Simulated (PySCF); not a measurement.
# Cs2H2: other spin states, a change of charge and excitations

Aim: at the relaxed geometry of Cs2H2, try other spin states, a change of charge and excitations. The species was built from a template and needn't be a known compound.

The runs use PySCF 2.14.0; PBE, Cs def2-SVP with ECP46, H def2-SVP; scalar-relativistic core potentials, no spin–orbit coupling.

1 further run of the same task is left out (for a known fault of the program).

## (1) The starting structure

4 atoms, charge 0, spin multiplicity 1.

Bond lengths: Cs1–H3 2.811 Å, Cs1–H4 2.811 Å, Cs2–H3 2.811 Å, Cs2–H4 2.811 Å. Angles: H3–Cs1–H4 81.6°, H3–Cs2–H4 81.6°, Cs1–H3–Cs2 98.4°, Cs1–H4–Cs2 98.4°.

Coordinates:

```mol
Cs2H2
  3D, bonds by distance, orders not assigned

  4  4  0  0  0  0  0  0  0  0999 V2000
    0.0000   -0.0000    2.1275 Cs  0  0
   -0.0000    0.0000   -2.1275 Cs  0  0
    1.8367   -0.0000   -0.0000 H   0  0
   -1.8367    0.0000    0.0000 H   0  0
  1  3  8  0
  1  4  8  0
  2  3  8  0
  2  4  8  0
M  END
```

Formal oxidation states: Cs +1. An earlier session relaxed this geometry at PBE, Cs def2-SVP with ECP46, H def2-SVP (singlet, point group D2h).

Its energy there is -41.461491 Eh.

## (2) Multiplicity 3 at the relaxed geometry

run.py (the lines that set the calculation)

```python
mol = gto.M(atom='''
Cs     0.00000     0.00000     2.12753
Cs     0.00000     0.00000    -2.12753
H      1.83668     0.00000     0.00000
H     -1.83668     0.00000     0.00000''',
    basis={'Cs': 'def2-SVP', 'H': 'def2-SVP'},
    ecp={'Cs': 'def2-SVP'},
    charge=0, spin=2)
mf = dft.UKS(mol, xc='PBE')
mf.grids.atom_grid = (50, 194)
mf = mf.density_fit()  # fitting sets: Cs def2-universal-JKFIT, H def2-universal-JKFIT
mf.conv_tol = 1e-08; mf.max_cycle = 55
mf.kernel(dm0)  # dm0: free metal ions and neutral atoms
```

On the command line:

```sh
$ OMP_NUM_THREADS=2 python run.py
```

What it wrote:

```text
init E= -41.2462625135259
cycle= 1 E= -40.161376848243  delta_E= 1.08  |g|= 0.527  |ddm|= 3.08
cycle= 2 E= -40.4752555219317  delta_E= -0.314  |g|= 0.853  |ddm|= 3.84
cycle= 3 E= -41.2837486207619  delta_E= -0.808  |g|= 0.244  |ddm|= 2.06
cycle= 4 E= -41.3590111252917  delta_E= -0.0753  |g|= 0.0795  |ddm|= 0.899
cycle= 5 E= -41.3689856757349  delta_E= -0.00997  |g|= 0.0157  |ddm|= 0.417
cycle= 6 E= -41.3693762708231  delta_E= -0.000391  |g|= 0.00256  |ddm|= 0.0865
cycle= 7 E= -41.3694221704825  delta_E= -4.59e-05  |g|= 0.00161  |ddm|= 0.0402
cycle= 8 E= -41.369433732238  delta_E= -1.16e-05  |g|= 0.000452  |ddm|= 0.0184
cycle= 9 E= -41.3694075741508  delta_E= 2.62e-05  |g|= 0.00398  |ddm|= 0.0131
cycle= 10 E= -41.3694353485251  delta_E= -2.78e-05  |g|= 0.000186  |ddm|= 0.00943
cycle= 11 E= -41.3694354173638  delta_E= -6.88e-08  |g|= 1.12e-05  |ddm|= 0.000971
cycle= 12 E= -41.3694354095513  delta_E= 7.81e-09  |g|= 4.27e-05  |ddm|= 0.000838
Extra cycle  E= -41.3694320525176  delta_E= 3.36e-06  |g|= 0.000875  |ddm|= 0.0172
SCF not converged.
init E= -41.2462625135259
cycle= 1 E= -40.1157334184756  delta_E= 1.13  |g|= 1.21  |ddm|= 24.2
cycle= 2 E= -41.2120821286368  delta_E= -1.1  |g|= 0.448  |ddm|= 21.6
cycle= 3 E= -41.1858222890168  delta_E= 0.0263  |g|= 0.118  |ddm|= 3.66
cycle= 4 E= -41.2462301456706  delta_E= -0.0604  |g|= 0.157  |ddm|= 1.59
cycle= 5 E= -41.1224179645076  delta_E= 0.124  |g|= 0.233  |ddm|= 2.92
cycle= 6 E= -41.2279858801982  delta_E= -0.106  |g|= 0.0215  |ddm|= 2.18
...
Extra cycle  E= -41.3534305957969  delta_E= -4.39e-08  |g|= 7.28e-06  |ddm|= 7.22e-05
converged SCF energy = -41.3534305957969  <S^2> = 2.003668  2S+1 = 3.0024444
init E= -41.3534305957969
cycle= 1 E= -41.3693204844598  delta_E= -0.0159  |g|= 0.00561  |ddm|= 1.04
cycle= 2 E= -41.3693916730753  delta_E= -7.12e-05  |g|= 0.00193  |ddm|= 0.0235
cycle= 3 E= -41.3694114085308  delta_E= -1.97e-05  |g|= 0.00108  |ddm|= 0.0117
cycle= 4 E= -41.3694212089395  delta_E= -9.8e-06  |g|= 0.000667  |ddm|= 0.00845
cycle= 5 E= -41.3694266400028  delta_E= -5.43e-06  |g|= 0.000536  |ddm|= 0.00662
cycle= 6 E= -41.3694299450886  delta_E= -3.31e-06  |g|= 0.000466  |ddm|= 0.00538
cycle= 7 E= -41.3694321655577  delta_E= -2.22e-06  |g|= 0.000318  |ddm|= 0.00452
cycle= 8 E= -41.3694335481302  delta_E= -1.38e-06  |g|= 0.000255  |ddm|= 0.00384
cycle= 9 E= -41.3694343428535  delta_E= -7.95e-07  |g|= 0.000201  |ddm|= 0.0029
cycle= 10 E= -41.3694348107987  delta_E= -4.68e-07  |g|= 0.000213  |ddm|= 0.00244
cycle= 11 E= -41.369435069972  delta_E= -2.59e-07  |g|= 0.000198  |ddm|= 0.00177
cycle= 12 E= -41.3694352425843  delta_E= -1.73e-07  |g|= 0.000124  |ddm|= 0.00136
cycle= 13 E= -41.3694353245649  delta_E= -8.2e-08  |g|= 0.000102  |ddm|= 0.00103
cycle= 14 E= -41.3694353690621  delta_E= -4.45e-08  |g|= 7.81e-05  |ddm|= 0.000755
cycle= 15 E= -41.3694353932815  delta_E= -2.42e-08  |g|= 5.17e-05  |ddm|= 0.00055
cycle= 16 E= -41.3694354051442  delta_E= -1.19e-08  |g|= 3.77e-05  |ddm|= 0.000392
cycle= 17 E= -41.3694354112104  delta_E= -6.07e-09  |g|= 2.73e-05  |ddm|= 0.000283
Extra cycle  E= -41.3694353935796  delta_E= 1.76e-08  |g|= 0.000117  |ddm|= 0.000567
converged SCF energy = -41.3694353935796  <S^2> = 2.0073529  2S+1 = 3.0048979
```

It took 4.9 s on 2 threads of AMD EPYC 7B13 (Zen 3), shared host.

It gives: E = -41.369435 Eh (+2.505 eV from the relaxed state), HOMO -1.74 eV, LUMO -4.62 eV (over both spins), ⟨S²⟩ = 2.007, Mulliken charge on Cs1 +0.24 e. An empty level of one spin lies below a filled level of the other.

## (3) One electron removed, multiplicity 2

run.py (the lines that set the calculation), as its differences from that of step 2:

```diff
@@ -7,3 +7,3 @@
     ecp={'Cs': 'def2-SVP'},
-    charge=0, spin=2)
+    charge=1, spin=1)
 mf = dft.UKS(mol, xc='PBE')
@@ -12,2 +12,2 @@
 mf.conv_tol = 1e-08; mf.max_cycle = 55
-mf.kernel(dm0)  # dm0: free metal ions and neutral atoms
+mf.kernel(dm0)  # dm0: the density of the relaxed state
```

On the command line:

```sh
$ OMP_NUM_THREADS=2 python run.py
```

What it wrote:

```text
init E= -41.4643025343082
  HOMO = -0.116241940718  LUMO = -0.108788680831  gap/eV = 0.20281
cycle= 1 E= -41.2209024774348  delta_E= 0.243  |g|= 0.151  |ddm|= 0.475
  HOMO = -0.376248654734  LUMO = -0.372467462506  gap/eV = 0.10289
cycle= 2 E= -41.2455478266423  delta_E= -0.0246  |g|= 0.105  |ddm|= 0.596
  HOMO = -0.310954702568  LUMO = -0.304408446339  gap/eV = 0.17813
cycle= 3 E= -41.2591847047803  delta_E= -0.0136  |g|= 0.00716  |ddm|= 0.23
  HOMO = -0.304325051109  LUMO = -0.297191091012  gap/eV = 0.19412
cycle= 4 E= -41.2592627406043  delta_E= -7.8e-05  |g|= 0.00197  |ddm|= 0.0274
  HOMO = -0.303882705351  LUMO = -0.296692550431  gap/eV = 0.19565
cycle= 5 E= -41.2592679867123  delta_E= -5.25e-06  |g|= 0.000415  |ddm|= 0.00548
  HOMO = -0.303861118331  LUMO = -0.296634266221  gap/eV = 0.19665
cycle= 6 E= -41.259268275223  delta_E= -2.89e-07  |g|= 0.000126  |ddm|= 0.00154
  HOMO = -0.303874299942  LUMO = -0.296649984752  gap/eV = 0.19658
cycle= 7 E= -41.2592682726416  delta_E= 2.58e-09  |g|= 0.000111  |ddm|= 0.000465
  HOMO = -0.303874545445  LUMO = -0.296650218104  gap/eV = 0.19658
cycle= 8 E= -41.2592680752772  delta_E= 1.97e-07  |g|= 0.000355  |ddm|= 0.00107
  HOMO = -0.303875794517  LUMO = -0.296651467834  gap/eV = 0.19658
cycle= 9 E= -41.2592682941999  delta_E= -2.19e-07  |g|= 7.4e-07  |ddm|= 0.000816
  HOMO = -0.303875759337  LUMO = -0.296651445025  gap/eV = 0.19658
cycle= 10 E= -41.2592682942006  delta_E= -7.11e-13  |g|= 6.43e-08  |ddm|= 1.78e-06
  HOMO = -0.303875743764  LUMO = -0.296651425986  gap/eV = 0.19658
Extra cycle  E= -41.2592682942006  delta_E= -2.13e-14  |g|= 1.73e-08  |ddm|= 2.16e-07
converged SCF energy = -41.2592682942006  <S^2> = 0.76227246  2S+1 = 2.012235
```

Run time: 1 s. Hardware: 2 threads of AMD EPYC 7B13 (Zen 3), shared host.

Result: E = -41.259268 Eh (+5.503 eV from the relaxed state), HOMO -8.27 eV, LUMO -8.07 eV (over both spins), ⟨S²⟩ = 0.762, Mulliken charge on Cs1 +0.74 e. 

## (4) Singlet excitations, Tamm-Dancoff CAM-B3LYP

run.py (the lines that set the calculation), as its differences from that of step 3:

```diff
@@ -7,4 +7,4 @@
     ecp={'Cs': 'def2-SVP'},
-    charge=1, spin=1)
-mf = dft.UKS(mol, xc='PBE')
+    charge=0, spin=0)
+mf = dft.RKS(mol, xc='CAMB3LYP')
 mf.grids.atom_grid = (50, 194)
```

On the command line:

```sh
$ OMP_NUM_THREADS=2 python run.py
```

What it wrote:

```text
init E= -41.3931275883876
  HOMO = -0.198495836910124  LUMO = -0.00580171050883327  gap/eV = 5.24347
cycle= 1 E= -41.3959825134921  delta_E= -0.00285  |g|= 0.0164  |ddm|= 0.284
  HOMO = -0.189658039302859  LUMO = -0.00497159456449703  gap/eV = 5.02557
cycle= 2 E= -41.3961837765663  delta_E= -0.000201  |g|= 0.004  |ddm|= 0.0489
  HOMO = -0.19214468691731  LUMO = -0.00463294895617095  gap/eV = 5.10245
cycle= 3 E= -41.3962038259229  delta_E= -2e-05  |g|= 0.00152  |ddm|= 0.0181
  HOMO = -0.191412483899353  LUMO = -0.00451807552326722  gap/eV = 5.08566
cycle= 4 E= -41.3962066407531  delta_E= -2.81e-06  |g|= 0.000227  |ddm|= 0.00731
  HOMO = -0.191423415957363  LUMO = -0.00449410698910202  gap/eV = 5.08661
cycle= 5 E= -41.3962067286521  delta_E= -8.79e-08  |g|= 4.71e-05  |ddm|= 0.00135
  HOMO = -0.191425503807337  LUMO = -0.00447833920391183  gap/eV = 5.08709
cycle= 6 E= -41.3962067341586  delta_E= -5.51e-09  |g|= 4.31e-06  |ddm|= 0.000407
  HOMO = -0.191424135322796  LUMO = -0.00447968575636803  gap/eV = 5.08702
Extra cycle  E= -41.3962067341937  delta_E= -3.51e-11  |g|= 1.34e-06  |ddm|= 1.59e-05
converged SCF energy = -41.3962067341937
```

Run time: 6.1 s. Hardware: 2 threads of AMD EPYC 7B13 (Zen 3), shared host.

Read off: E = -41.396207 Eh, HOMO -5.21 eV, LUMO -0.12 eV, Mulliken charge on Cs1 +0.44 e. 

Singlet excitations:

```
state  energy (eV)  oscillator strength
    1         3.11               0.0000
    2         3.48               0.2852
    3         3.55               0.0088
    4         3.61               0.0000
    5         3.77               0.0000
    6         3.96               0.2877
    7         4.10               0.0000
    8         4.15               0.0997
```

## (5) The states side by side

| state | energy from the relaxed state (eV) | ⟨S²⟩ | time |
| --- | --- | --- | --- |
| charge 0, singlet, vacuum (relaxed) | 0 | 0.00 |  |
| charge 0, triplet, vacuum | 2.50 | 2.01 | 4.9 s |
| charge +1, doublet, vacuum | 5.50 | 0.76 | 1 s |

An electron taken off or put on is at rest in vacuum. 

In the excitation run (CAM-B3LYP), the lowest singlet lies at 3.11 eV (gaps between orbitals at other levels can't be set against it), and the brightest of the eight at 3.96 eV (f = 0.288); spin–orbit coupling would mix in triplets. Removing an electron vertically costs 5.50 eV (doublet), against −HOMO = 3.06 eV. The triplet lies 2.50 eV above at this geometry. These are double-zeta-type bases without diffuse functions. Spin–orbit coupling is left out.
